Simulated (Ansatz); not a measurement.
# FGeH3O: a nudged elastic band in two tries

Aim: a band of images between two relaxed ends for this system.

Program: Ansatz 0.2.0. Level of theory: RKS PBE/def2-SVP. These are calculated values, not measurements.

### 1 The structure to begin with

Bond lengths: Ge1–O2 1.784 Å, O2–H3 0.976 Å, Ge1–H4 1.541 Å, Ge1–F5 1.761 Å, Ge1–H6 1.551 Å. Angles: Ge1–O2–H3 111.5°, O2–Ge1–H4 105.2°, O2–Ge1–F5 108.1°, O2–Ge1–H6 112.4°, H4–Ge1–F5 108.2°, H4–Ge1–H6 117.3°, F5–Ge1–H6 105.2°.

Coordinates:

```xyz
6

Ge    0.3599   -0.0677    0.0591
O     0.6641   -0.0723    1.8172
H    -0.1589   -0.2142    2.3215
H     1.7482    0.0856   -0.5917
F    -0.5917    1.3626   -0.3284
H    -0.5097   -1.2693   -0.3946
```

### 2 First attempt

Contents of input.yaml:

```yaml
crystal:
  periodic: [false, false, false]
  atoms:
    - { symbol: Ge, position_ang: [0.359884, -0.067654, 0.059122] }
    - { symbol: O, position_ang: [0.664062, -0.072302, 1.81723] }
    - { symbol: H, position_ang: [-0.158878, -0.214197, 2.321508] }
    - { symbol: H, position_ang: [1.748237, 0.08564, -0.591684] }
    - { symbol: F, position_ang: [-0.591726, 1.362557, -0.328411] }
    - { symbol: H, position_ang: [-0.50968, -1.269345, -0.394566] }
basis:
  gaussian: { orbitals: def2-SVP }
hamiltonian:
  xc: pbe
neb:
  order_check: false
  images: 7
  f_tol: 0.05
  max_iterations: 8
  final_atoms:
    - { symbol: H, position_ang: [-0.86876636, -1.12596834, -0.09624449] }
    - { symbol: F, position_ang: [-1.07175759, 1.39976252, -0.38418181] }
    - { symbol: H, position_ang: [1.91792124, -0.1860774, 1.18174857] }
    - { symbol: H, position_ang: [0.51207079, -0.4776618, 1.77947938] }
    - { symbol: O, position_ang: [1.00681364, 0.16342999, 1.23221917] }
    - { symbol: Ge, position_ang: [0.01561727, 0.05121402, -0.82982182] }
  initial_path: idpp
```

Started as:

```
> ansatz run input.yaml --threads 1 --pin off --max-ram 2048MiB --backend cpu --events-out ev --progress --plain --runs-dir out
```

**Question.** What will these runs give? Wanted: first try.

**Answer**, as computed:

| quantity | value |
| --- | --- |
| first try | refused |
| cause | the second end lists its atoms in reverse order, and the band pairs atoms by their place in the list |

**Reading.** The fault in the first input was caught at the input check and cost nothing.
